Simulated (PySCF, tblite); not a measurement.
# C20H12: electronic excitations, NMR shifts

Wanted: electronic excitations, NMR shifts for C20H12 (`C1=Cc2c3cc4ccccc4cc3cc3cccc1c23`).

Programs: tblite 0.8.0 and PySCF 2.14.0, with routines of our own; each step states its level. All values are computed. Atoms count from 0.

## 1. The system as given

32 atoms, charge 0, multiplicity 1; geometry from: force field, distance geometry or constructed start.

## 2. Optimising the geometry with GFN2-xTB

The job: settings as JSON, then the geometry in Å.

```
{"job": {"kind": "relax", "xc": "GFN2-xTB", "basis": "xTB"}, "charge": 0, "multiplicity": 1}
C      2.828900    -2.571800     0.287200
C      1.479700    -2.498500     0.200700
C      1.103800    -1.092000     0.144200
C     -0.128600    -0.420700     0.045000
C     -1.363400    -1.101900     0.001700
C     -2.579700    -0.401800    -0.096700
C     -3.807000    -1.074800    -0.150100
C     -5.003400    -0.366700    -0.237000
C     -4.989000     1.019100    -0.279000
C     -3.779700     1.705600    -0.225600
C     -2.562800     1.008100    -0.136900
C     -1.333700     1.685900    -0.082300
C     -0.115100     0.999300     0.015000
C      1.119400     1.707100     0.059000
C      2.341900     1.029200     0.154400
C      3.641300     1.567200     0.221300
C      4.763900     0.715200     0.307200
C      4.612200    -0.687600     0.337700
C      3.335200    -1.207000     0.281300
C      2.264000    -0.363200     0.193100
H      3.430700    -3.452700     0.352500
H      0.792000    -3.326600     0.191100
H     -1.375800    -2.183300     0.035900
H     -3.843800    -2.167800    -0.118100
H     -5.951000    -0.902700    -0.277500
H     -5.930700     1.573100    -0.347600
H     -3.785700     2.795900    -0.260500
H     -1.326800     2.776800    -0.112900
H      1.119700     2.795400     0.027700
H      3.790200     2.643700     0.195100
H      5.764600     1.146000     0.351300
H      5.479500    -1.329500     0.409300
```

Command:

```
> OMP_NUM_THREADS=1 python large_run.py task.json out
```

The driver reads the jobs from task.json and runs them one after another.

Output:

```text
step      E/eV     max force
  0   -1331.09877    2.993
  1   -1331.31660    0.805
  2   -1331.34349    0.240
  3   -1331.34917    0.203
  4   -1331.35510    0.186
  5   -1331.35805    0.160
  6   -1331.36091    0.117
  7   -1331.36347    0.096
  8   -1331.36506    0.076
  9   -1331.36592    0.065
 10   -1331.36653    0.059
 11   -1331.36711    0.067
 12   -1331.36768    0.073
 13   -1331.36824    0.064
 14   -1331.36880    0.044
 15   -1331.36928    0.043
 16   -1331.36961    0.039
 17   -1331.36985    0.037
 18   -1331.37009    0.035
 19   -1331.37035    0.034
 20   -1331.37060    0.035
 21   -1331.37082    0.030
 22   -1331.37104    0.028
 23   -1331.37126    0.030
 24   -1331.37146    0.029
 25   -1331.37161    0.024
 26   -1331.37173    0.025
 27   -1331.37185    0.027
 28   -1331.37196    0.020
```

Run time: 0.85 s. Hardware: 1 thread of Arm Neoverse N1, shared host; peak memory 0.19 GiB.

The steps of the relaxation:

```tsv
step	energy from step 0 (eV)	largest force (eV/Å)
0	0.0000	2.9928
1	-0.2178	0.8047
2	-0.2447	0.2396
3	-0.2504	0.2027
4	-0.2563	0.1856
5	-0.2593	0.1597
6	-0.2621	0.1168
7	-0.2647	0.0959
8	-0.2663	0.0753
9	-0.2671	0.0655
10	-0.2678	0.0593
12	-0.2689	0.0726
13	-0.2695	0.0645
15	-0.2705	0.0422
16	-0.2708	0.0386
18	-0.2713	0.0350
19	-0.2716	0.0341
21	-0.2721	0.0307
22	-0.2723	0.0278
24	-0.2727	0.0284
25	-0.2728	0.0242
26	-0.2730	0.0245
27	-0.2731	0.0266
28	-0.2732	0.0199
```

Distances of close pairs at the start and the end, largest changes first:

```tsv
bond	before (Å)	after (Å)	change (Å)
C18–C19	1.366	1.423	+0.056
C15–C16	1.412	1.367	-0.045
C6–C7	1.393	1.359	-0.034
C8–C9	1.392	1.359	-0.032
C3–C12	1.420	1.449	+0.029
C7–C8	1.387	1.414	+0.027
C5–C10	1.411	1.434	+0.023
C2–C19	1.371	1.392	+0.021
```

The end geometry stands in the next job.

## 3. Electronic excitations: TDA CAM-B3LYP/6-31G*

The job: settings as JSON, then the geometry in Å.

```
{"job": {"kind": "uv", "basis": "6-31G*", "grid": 1, "kgrid": 0, "vcut": 1.5, "nstates": 8, "ntriplets": 3, "tda": true, "delta": ["ip_vertical"], "pop": true, "xc": "CAM-B3LYP"}, "charge": 0, "multiplicity": 1}
C      2.847674    -2.589970     0.290131
C      1.495799    -2.526524     0.208491
C      1.083129    -1.135066     0.144000
C     -0.149665    -0.462272     0.050963
C     -1.382875    -1.111411    -0.002679
C     -2.576932    -0.410703    -0.093713
C     -3.834471    -1.067222    -0.148450
C     -4.989648    -0.356424    -0.237326
C     -4.961992     1.056610    -0.277570
C     -3.779166     1.724125    -0.227457
C     -2.546932     1.022244    -0.134021
C     -1.326428     1.677764    -0.081559
C     -0.110162     0.985977     0.011176
C      1.106250     1.692762     0.061718
C      2.320798     1.019895     0.153912
C      3.631366     1.571328     0.215182
C      4.720288     0.749290     0.303735
C      4.621379    -0.665195     0.339305
C      3.382274    -1.238954     0.282402
C      2.251341    -0.380345     0.190703
H      3.447175    -3.480335     0.351246
H      0.824140    -3.366249     0.194291
H     -1.406265    -2.190759     0.026816
H     -3.849234    -2.147633    -0.116997
H     -5.942743    -0.862872    -0.278957
H     -5.894739     1.596941    -0.348775
H     -3.753115     2.804126    -0.257460
H     -1.306553     2.759308    -0.112841
H      1.083261     2.773390     0.029465
H      3.754650     2.644378     0.190795
H      5.707324     1.187306     0.349900
H      5.524941    -1.254547     0.410054
```

Level: TDA CAM-B3LYP/6-31G*, vertical, gas phase, core orbitals frozen in the response, virtual orbitals cut by energy.

Output:

```text
start: PBE on a coarse grid of 27572 points
cycle   1  E = -768.4233718663  dE =  3.540e+00  |g| = 7.567e-01  |ddm| = 7.300e+00
cycle   2  E = -768.2494582539  dE =  1.739e-01  |g| = 1.068e+00  |ddm| = 2.582e+00
cycle   3  E = -768.4691301449  dE = -2.197e-01  |g| = 6.078e-01  |ddm| = 2.240e+00
cycle   4  E = -768.5922219597  dE = -1.231e-01  |g| = 1.251e-01  |ddm| = 9.500e-01
cycle   5  E = -768.5948127838  dE = -2.591e-03  |g| = 9.104e-02  |ddm| = 2.978e-01
cycle   6  E = -768.5972186373  dE = -2.406e-03  |g| = 2.373e-02  |ddm| = 1.331e-01
cycle   7  E = -768.5973420723  dE = -1.234e-04  |g| = 1.251e-02  |ddm| = 4.361e-02
cycle   8  E = -768.5973855939  dE = -4.352e-05  |g| = 3.454e-03  |ddm| = 1.743e-02
final grid: 121606 points
cycle   9  E = -768.8877900419  dE = -1.209e-02  |g| = 3.246e-02  |ddm| = 5.973e-01
cycle  10  E = -768.8883182076  dE = -5.282e-04  |g| = 1.934e-02  |ddm| = 1.132e-01
cycle  11  E = -768.8884095733  dE = -9.137e-05  |g| = 1.188e-02  |ddm| = 4.050e-02
cycle  12  E = -768.8884609342  dE = -5.136e-05  |g| = 4.889e-03  |ddm| = 2.131e-02
cycle  13  E = -768.8884676850  dE = -6.751e-06  |g| = 1.247e-03  |ddm| = 8.612e-03
cycle  14  E = -768.8884706240  dE = -2.939e-06  |g| = 9.600e-04  |ddm| = 3.352e-03
cycle  15  E = -768.8884695224  dE =  1.102e-06  |g| = 1.886e-04  |ddm| = 2.357e-03
cycle  16  E = -768.8884702101  dE = -6.877e-07  |g| = 9.919e-05  |ddm| = 5.282e-04
converged SCF energy = -768.8884702101
Vertical ionisation energy (delta-SCF) = 6.4657 eV   <S^2> = 0.799

Static polarisability (au): isotropic 231.864, principal 58.522 222.827 414.244

Singlet excitations
state   eV       nm        f      main configurations
  1   2.5792    480.7   0.09225   H->L 0.78, H-1->L 0.15
  2   3.2577    380.6   0.09204   H-1->L 0.73, H->L 0.16
  3   3.7943    326.8   0.10132   H-2->L 0.56, H->L+2 0.31
  4   4.1910    295.8   0.00719   H->L+1 0.84
  5   4.3683    283.8   0.03701   H-3->L 0.83
  6   4.9859    248.7   1.06333   H->L+2 0.31, H-2->L 0.15, H-2->L+1 0.14
  7   5.4851    226.0   0.99529   H->L+2 0.17, H-2->L+1 0.16, H-3->L+2 0.16
  8   5.6107    221.0   0.80941   H-1->L+1 0.30, H-3->L+1 0.19, H-5->L 0.16

Triplet excitations (Tamm-Dancoff, eV): 1.2793 2.2011 2.6402
```

Wall time 2.4 min (1 thread of Arm Neoverse N1, shared host); peak memory 0.63 GiB.

Frontier orbitals and where they lie:

```tsv
orbital	eV	atoms
HOMO−4	-9.43	C7 15 %, C17 12 %, C10 12 %
HOMO−3	-7.98	C9 14 %, C6 14 %, C3 9 %
HOMO−2	-7.75	C12 14 %, C10 11 %, C14 11 %
HOMO−1	-7.26	C1 26 %, C19 16 %, C15 15 %
HOMO	-6.05	C4 15 %, C2 13 %, C11 13 %
LUMO	-1.49	C13 16 %, C17 10 %, C15 10 %
LUMO+1	0.38	C6 12 %, C9 12 %, C4 10 %
LUMO+2	0.91	C12 11 %, C3 11 %, C5 11 %
LUMO+3	2.18	C6 15 %, C10 14 %, C9 11 %
```

With each of the 8 states as a Gaussian band of 0.4 eV half-width at 1/e, the curve within the window shown has maxima at 471 nm (ε 4,000), 337 nm (ε 5,100), 227 nm (ε 79,000) L/(mol cm). Beyond the last state computed it falls off for lack of states. The curve at chosen wavelengths:

```csv
nm,ε (L/mol/cm)
210,31870
227,79156
243,62552
260,35117
277,10547
293,4128
310,4230
326,4999
343,5120
360,4959
376,4724
393,4285
410,3839
426,3667
443,3768
460,3950
476,3981
493,3763
510,3316
526,2776
543,2179
559,1664
576,1205
593,846
609,594
626,400
```

Ground-state properties from the same run:

```tsv
property	computed
dipole moment (D)	0.70
polarisability (Å³)	34.36
HOMO–LUMO gap (eV)	4.56
−ε(HOMO) (eV)	6.05
```

## 4. NMR shifts: GIAO PBE/pcSseg-1

Settings changed since step 3:

```diff
@@ -1,2 +1,2 @@
-{"job": {"kind": "uv", "basis": "6-31G*", "grid": 1, "kgrid": 0, "vcut": 1.5, "nstates": 8, "ntriplets": 3, "tda": true, "delta": ["ip_vertical"], "pop": true, "xc": "CAM-B3LYP"}, "charge": 0, "multiplicity": 1}
+{"job": {"kind": "nmr", "basis": "pcSseg-1", "pop": false, "xc": "PBE"}, "charge": 0, "multiplicity": 1}
 C      2.847674    -2.589970     0.290131
```

With the program's defaults for keys left out, this is: GIAO PBE/pcSseg-1 NMR shielding, non-relativistic, gas phase.

Output:

```text
start: PBE on a coarse grid of 27572 points
cycle   1  E = -767.9709190656  dE =  3.521e+00  |g| = 7.423e-01  |ddm| = 7.005e+00
cycle   2  E = -767.7818789282  dE =  1.890e-01  |g| = 1.089e+00  |ddm| = 2.714e+00
cycle   3  E = -768.0190249116  dE = -2.371e-01  |g| = 5.842e-01  |ddm| = 2.161e+00
cycle   4  E = -768.1296047361  dE = -1.106e-01  |g| = 1.248e-01  |ddm| = 8.507e-01
cycle   5  E = -768.1322873813  dE = -2.683e-03  |g| = 8.833e-02  |ddm| = 2.747e-01
cycle   6  E = -768.1345044203  dE = -2.217e-03  |g| = 2.272e-02  |ddm| = 1.211e-01
cycle   7  E = -768.1346100862  dE = -1.057e-04  |g| = 1.285e-02  |ddm| = 4.025e-02
cycle   8  E = -768.1346551585  dE = -4.507e-05  |g| = 3.159e-03  |ddm| = 1.636e-02
final grid: 258391 points
cycle   9  E = -768.2971311688  dE = -1.210e-04  |g| = 1.853e-02  |ddm| = 2.533e-01
cycle  10  E = -768.2969370089  dE =  1.942e-04  |g| = 3.123e-02  |ddm| = 7.753e-02
cycle  11  E = -768.2971794037  dE = -2.424e-04  |g| = 1.264e-02  |ddm| = 5.633e-02
cycle  12  E = -768.2972253661  dE = -4.596e-05  |g| = 3.529e-03  |ddm| = 1.855e-02
cycle  13  E = -768.2972280165  dE = -2.650e-06  |g| = 1.241e-03  |ddm| = 5.679e-03
cycle  14  E = -768.2972304932  dE = -2.477e-06  |g| = 4.648e-04  |ddm| = 2.042e-03
cycle  15  E = -768.2972306644  dE = -1.712e-07  |g| = 9.759e-05  |ddm| = 5.992e-04
converged SCF energy = -768.2972306644

GIAO shielding tensors (ppm)
atom      isotropic    diamagn.    paramagn.     s11        s22        s33       span
  0 C       53.481     251.009    -197.529    -33.829     59.409    134.863    168.692
  1 C       51.721     247.633    -195.911    -39.075     53.420    140.820    179.895
  2 C       43.170     244.366    -201.196    -21.186      9.229    141.468    162.654
  3 C       53.811     249.580    -195.770    -28.788      8.283    181.938    210.726
  4 C       56.641     251.771    -195.129    -25.399     44.769    150.553    175.952
  5 C       47.831     254.272    -206.441    -33.375     -8.547    185.414    218.789
  6 C       49.831     243.536    -193.705    -47.066     43.943    152.617    199.683
  7 C       52.049     252.781    -200.732    -52.852     40.434    168.566    221.418
  8 C       53.664     252.632    -198.968    -50.632     43.086    168.538    219.170
  9 C       49.007     242.229    -193.222    -48.271     42.641    152.650    200.921
 10 C       50.105     253.916    -203.812    -30.301     -5.288    185.902    216.204
 11 C       47.324     249.933    -202.609    -34.151     38.393    137.730    171.882
 12 C       47.936     255.947    -208.011    -28.289     -9.681    181.778    210.067
 13 C       47.541     250.941    -203.400    -32.254     32.101    142.778    175.032
 14 C       54.963     252.216    -197.253    -24.036     -4.777    193.703    217.739
 15 C       49.825     245.187    -195.361    -46.959     37.660    158.776    205.735
 16 C       52.012     253.820    -201.808    -50.068     41.412    164.691    214.760
 17 C       51.516     247.467    -195.951    -35.900     25.443    165.006    200.906
 18 C       37.160     257.177    -220.016    -43.490      6.610    148.362    191.852
 19 C       54.268     256.697    -202.429    -14.776      7.901    169.680    184.456
 20 H       24.499      31.494      -6.995     21.544     24.935     27.019      5.475
 21 H       23.838      33.363      -9.524     19.549     24.094     27.872      8.323
 22 H       22.610      37.005     -14.396     14.728     23.316     29.785     15.057
 23 H       23.369      31.670      -8.300     18.102     23.563     28.443     10.341
 24 H       23.843      27.192      -3.349     19.694     24.641     27.194      7.500
 25 H       23.891      26.664      -2.774     19.711     24.778     27.182      7.471
 26 H       23.400      30.911      -7.511     18.228     23.651     28.321     10.092
 27 H       22.727      36.036     -13.309     15.727     23.205     29.250     13.524
 28 H       22.823      35.695     -12.872     16.187     23.444     28.839     12.652
 29 H       23.526      31.450      -7.924     18.685     23.987     27.905      9.220
 30 H       23.863      26.411      -2.549     19.482     24.915     27.191      7.709
 31 H       23.625      29.950      -6.325     19.147     24.492     27.236      8.089
```

It took 60 s on 1 thread of Arm Neoverse N1, shared host; peak memory 0.61 GiB.

Shifts follow as δ = σ(reference) − σ, with reference shieldings (ppm) from runs at the same level and on the same kind of geometry: 1H TMS 31.64, 13C TMS 182.6. The references are single molecules in the gas phase.

```tsv
atoms	environment	σ (ppm)	δ (ppm)
C18	substituted aromatic carbon	37.2	145.5
C2	substituted aromatic carbon	43.2	139.5
C11	aromatic CH	47.3	135.3
C13	aromatic CH	47.5	135.1
C5	ring-fusion aromatic carbon	47.8	134.8
C12	ring-fusion aromatic carbon	47.9	134.7
C9	aromatic CH	49.0	133.6
C15	aromatic CH	49.8	132.8
C6	aromatic CH	49.8	132.8
C10	ring-fusion aromatic carbon	50.1	132.5
C17	aromatic CH	51.5	131.1
C1	alkene CH	51.7	130.9
C16	aromatic CH	52.0	130.6
C7	aromatic CH	52.0	130.6
C0	alkene CH	53.5	129.1
C8	aromatic CH	53.7	129.0
C3	ring-fusion aromatic carbon	53.8	128.8
C19	ring-fusion aromatic carbon	54.3	128.4
C14	ring-fusion aromatic carbon	55.0	127.7
C4	aromatic CH	56.6	126.0
H22	hydrogen on an aromatic CH	22.61	9.03
H27	hydrogen on an aromatic CH	22.73	8.91
H28	hydrogen on an aromatic CH	22.82	8.82
H23	hydrogen on an aromatic CH	23.37	8.27
H26	hydrogen on an aromatic CH	23.40	8.24
H29	hydrogen on an aromatic CH	23.53	8.11
H31	hydrogen on an aromatic CH	23.62	8.02
H21	hydrogen on an alkene CH	23.84	7.80
H24	hydrogen on an aromatic CH	23.84	7.80
H30	hydrogen on an aromatic CH	23.86	7.78
H25	hydrogen on an aromatic CH	23.89	7.75
H20	hydrogen on an alkene CH	24.50	7.14
```

Ring of atoms C0, C1, C2, C18, C19: NICS(0) 6.3, NICS(1) 0.7, NICS(1)zz 10.1 ppm (means of both faces).

Ring of atoms C2, C3, C12, C13, C14, C19: NICS(0) -8.7, NICS(1) -11.6, NICS(1)zz -27.4 ppm (means of both faces).

Ring of atoms C3, C4, C5, C10, C11, C12: NICS(0) -9.6, NICS(1) -12.5, NICS(1)zz -30.7 ppm (means of both faces).

## 5. Outcome

```
                                quantity                                                                                                          value
       lowest singlet (CAM-B3LYP/6-31G*)                                                                                    2.58 eV (481 nm), f = 0.092
brightest single state of those computed                                                                                    state 6, 4.99 eV, f = 1.063
                          lowest triplet                                                                                                        1.28 eV
   13C shifts against TMS (PBE/pcSseg-1)  145.5, 139.5, 135.3, 135.1, 134.8, 134.7, 133.6, 132.8, 132.8, 132.5, 131.1, 130.9, 130.6, 130.6 ppm and more
    1H shifts against TMS (PBE/pcSseg-1)                                     9.03, 8.91, 8.82, 8.27, 8.24, 8.11, 8.02, 7.80, 7.80, 7.78, 7.75, 7.14 ppm
```

In words: The lowest singlet, at 2.58 eV, is HOMO→LUMO 0.78, HOMO−1→LUMO 0.15 and is bright; of the 8 states computed, the strongest absorption comes from state 6 at 4.99 eV (the last state computed is bright too, and its partners may lie past the list). State 1 absorbs in the visible (481 nm). The lowest triplet lies 1.30 eV below the lowest singlet. NICS(1)zz of -27 ppm above the planar ring from C2 marks a diatropic (aromatic) ring current. NICS(1)zz of -31 ppm above the planar ring from C3 marks a diatropic (aromatic) ring current.
